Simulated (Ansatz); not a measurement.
# Bi4Te3: one candidate structure

Where does Bi4Te3 go from the start given, structure reported for this formula (R-3m, No. 166)?

Method: DFT PBE, scalar-relativistic, plane waves, PAW, in Ansatz 0.2.0.

### Step 1. The system as given

It takes space group R-3m (No. 166, trigonal). The conventional cell has a = 4.451 Å, b = 4.451 Å, c = 41.888 Å, α = 90.00°, β = 90.00°, γ = 120.00°. Around Bi (site symmetry 3m) lie 6 Te at 3.12 to 3.33 Å. Bi (site symmetry 3m) is surrounded by 3 Bi at 3.10 Å and 3 Te at 3.40 Å. Te (site symmetry -3m) is surrounded by 6 Bi at 3.33 Å. Te (site symmetry 3m) has 6 Bi at 3.12 to 3.40 Å as nearest neighbours.

Coordinates:

```
CELL_PARAMETERS angstrom
2.22550 1.28489 13.96267
-2.22550 1.28489 13.96267
0.00000 -2.56979 13.96267
ATOMIC_POSITIONS crystal
Bi 0.71717 0.71717 0.71717
Bi 0.28283 0.28283 0.28283
Bi 0.14600 0.14600 0.14600
Bi 0.85400 0.85400 0.85400
Te 0.00000 0.00000 0.00000
Te 0.42603 0.42603 0.42603
Te 0.57397 0.57397 0.57397
```

(A quick probe on a coarse mesh, which set the mesh and smearing, is not shown.)

### Step 3. A loose first relaxation

The input, input.yaml:

```yaml
crystal:
  lattice:
    - [2.2255002009, 1.2848931401, 13.96267]
    - [-2.2255002009, 1.2848931401, 13.96267]
    - [0.0, -2.5697862801, 13.96267]
  atoms:
    - { symbol: Bi, position: [0.7171666667, 0.7171666667, 0.7171666667] }
    - { symbol: Bi, position: [0.2828333333, 0.2828333333, 0.2828333333] }
    - { symbol: Bi, position: [0.146, 0.146, 0.146] }
    - { symbol: Bi, position: [0.854, 0.854, 0.854] }
    - { symbol: Te, position: [0.0, 0.0, 0.0] }
    - { symbol: Te, position: [0.4260333333, 0.4260333333, 0.4260333333] }
    - { symbol: Te, position: [0.5739666667, 0.5739666667, 0.5739666667] }
basis:
  ecutwfc: 420
kpoints:
  mp_grid: { grid: [6, 6, 6] }
hamiltonian:
  xc: pbe
scf:
  occupations: { method: gaussian, width: 0.1 }
  lower_state_search: "off"
output:
  forces: true
  stress: true
  eigenvalues: true
relax:
  adjacent_minimum: "off"
  f_tol: 0.04
  max_steps: 70
  cell: { stress_tol: 0.4 }
```

Started as:

```
ansatz run input.yaml --threads 4 --pin off --max-ram 10240MiB --backend cpu --events-out ev --progress --plain --runs-dir out
```

The session goes on with these runs: relaxing cell and atoms.

Q: Predict the outcome of this session.

The runs gave:

Formation energies count from the elements, computed with the same settings in runs not shown here.

| quantity | value |
| --- | --- |
| cell (conventional) | a = 4.507 Å, b = 4.507 Å, c = 43.010 Å, α = 90.00°, β = 90.00°, γ = 120.00° |
| space group | R-3m (No. 166) |
| volume | 36.03 Å³/atom |
| gap on the mesh | 0.19 eV |
| formation energy from the elements | -0.173 eV/atom |

In words: The space group stayed R-3m, and from the first guess the volume went from 34.22 to 36.03 Å³/atom. With -0.17 eV/atom it lies under the elements, which doesn't yet make it stable against other compounds of them. These runs have no spin-orbit coupling; with Bi, Te it would split and shift bands.
